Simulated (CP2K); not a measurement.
# How the settings of CP2K move a run on PbS

Simulated with CP2K 2026.2. This is a test of settings. The cell began as a database structure and was relaxed with r2SCAN+rVV10 in plane waves (Ansatz 0.2.0). All runs are without spin polarisation.

Space group R3m (No. 160), trigonal; a = 4.201 Å, c = 10.291 Å in the conventional setting, 26.21 Å³ an atom. Pb is surrounded by 6 S at 2.97 Å; S is surrounded by 6 Pb at 2.97 Å.

The base run uses PBE in the DZVP-MOLOPT-SR basis.

```
&GLOBAL
 PROJECT run
 RUN_TYPE ENERGY_FORCE
 PRINT_LEVEL LOW
&END GLOBAL
&FORCE_EVAL
 METHOD QS
 STRESS_TENSOR ANALYTICAL
 &DFT
  BASIS_SET_FILE_NAME BASIS_MOLOPT
  POTENTIAL_FILE_NAME GTH_POTENTIALS
  &QS
   EXTRAPOLATION USE_GUESS
  &END QS
  &MGRID
   CUTOFF 350
   REL_CUTOFF 50
  &END MGRID
  &XC
   &XC_FUNCTIONAL PBE
   &END XC_FUNCTIONAL
  &END XC
  &KPOINTS
   SCHEME MONKHORST-PACK 5 5 5
   SYMMETRY F
   FULL_GRID F
  &END KPOINTS
  &SCF
   ADDED_MOS 8
   EPS_SCF 1e-6
   MAX_SCF 80
   &DIAGONALIZATION
   &END DIAGONALIZATION
   &MIXING
    METHOD BROYDEN_MIXING
    ALPHA 0.3
   &END MIXING
   &SMEAR
    METHOD FERMI_DIRAC
    ELECTRONIC_TEMPERATURE [K] 232
   &END SMEAR
   &PRINT
    &ITERATION_INFO
    &END ITERATION_INFO
   &END PRINT
  &END SCF
  &PRINT
   &BAND_STRUCTURE
    FILE_NAME bands.bs
    ADDED_MOS 6
    &KPOINT_SET
     UNITS B_VECTOR
     SPECIAL_POINT 0.00000000 0.00000000 0.00000000
     NPOINTS 0
    &END KPOINT_SET
    &KPOINT_SET
     UNITS B_VECTOR
     SPECIAL_POINT -0.50000000 -0.50000000 -0.50000000
     NPOINTS 0
    &END KPOINT_SET
    &KPOINT_SET
     UNITS B_VECTOR
     SPECIAL_POINT -0.50000000 -0.24999662 -0.75000338
     NPOINTS 0
    &END KPOINT_SET
    &KPOINT_SET
     UNITS B_VECTOR
     SPECIAL_POINT -0.24999662 0.24999662 -0.50000000
     NPOINTS 0
    &END KPOINT_SET
    &KPOINT_SET
     UNITS B_VECTOR
     SPECIAL_POINT 0.00000000 0.00000000 -0.50000000
     NPOINTS 0
    &END KPOINT_SET
    &KPOINT_SET
     UNITS B_VECTOR
     SPECIAL_POINT 0.00000000 0.37499831 -0.37499831
     NPOINTS 0
    &END KPOINT_SET
    &KPOINT_SET
     UNITS B_VECTOR
     SPECIAL_POINT -0.37499831 0.00000000 -0.62500169
     NPOINTS 0
    &END KPOINT_SET
    &KPOINT_SET
     UNITS B_VECTOR
     SPECIAL_POINT -0.50000000 0.00000000 -0.50000000
     NPOINTS 0
    &END KPOINT_SET
   &END BAND_STRUCTURE
  &END PRINT
 &END DFT
 &SUBSYS
  &CELL
   A 4.20107881 0.00000000 0.00000000
   B 2.10059621 3.63820817 0.00000000
   C 2.10059621 1.21275792 3.43012783
  &END CELL
  &COORD
   SCALED
   Pb 0.97814367 0.97814367 0.97814367
   S 0.47745766 0.47745766 0.47745766
  &END COORD
  &KIND Pb
   BASIS_SET DZVP-MOLOPT-SR-GTH
   POTENTIAL GTH-PBE
  &END KIND
  &KIND S
   BASIS_SET DZVP-MOLOPT-SR-GTH
   POTENTIAL GTH-PBE
  &END KIND
 &END SUBSYS
 &PRINT
  &STRESS_TENSOR
  &END STRESS_TENSOR
  &FORCES
  &END FORCES
 &END PRINT
&END FORCE_EVAL
```

Command: `cp2k.psmp -i run.inp`. It took 5.6 s on 2 threads of Arm Neoverse V1, on a shared host, peak memory 0.21 GiB.

It converged with a gap of 0.38 eV and a pressure of 1.72 GPa (positive in compression). Pressures on CP2K's grid carry noise of some tenths of a GPa.

Each further run moved one setting: REL_CUTOFF (grid cutoff relative to the Gaussians, in Ry); EPS_SCF (SCF threshold); ELECTRONIC_TEMPERATURE (smearing temperature in K); ALPHA (mixing weight); CUTOFF (density grid cutoff in Ry). Changes are from the base run, which isn't itself converged in every setting; energies of another Hamiltonian, functional, basis or charge aren't compared, and those at a high electronic temperature are mostly its entropy term. CP2K's gap is over the listed points.

```tsv
setting	how it ended	gap change (eV)	energy change (meV/atom)	pressure change (GPa)	time (s)
REL_CUTOFF = 30	converged	0.00	-0.1	0.00	4.5
EPS_SCF = 1e-9	converged	0.00	0.0	0.00	7.7
ELECTRONIC_TEMPERATURE = 1000	converged	0.00	0.0	0.00	5.6
ALPHA = 0.6	converged	0.00	0.0	0.00	5
CUTOFF = 280	converged	0.00	0.0	0.00	6
EPS_SCF = 1e-2 (poor on purpose)	converged	0.01	0.2	0.05	2.9
```

REL_CUTOFF = 30 changes nothing that matters here. EPS_SCF = 1e-9 changes nothing that matters here. ELECTRONIC_TEMPERATURE = 1000 changes nothing that matters here. ALPHA = 0.6 changes nothing that matters here. CUTOFF = 280 changes nothing that matters here. EPS_SCF = 1e-2 changes nothing that matters here.

Spin-orbit coupling is left out; in compounds of Pb, Bi, Tl or Hg it can lower a gap by up to about 1 eV, split its edges or invert the bands.
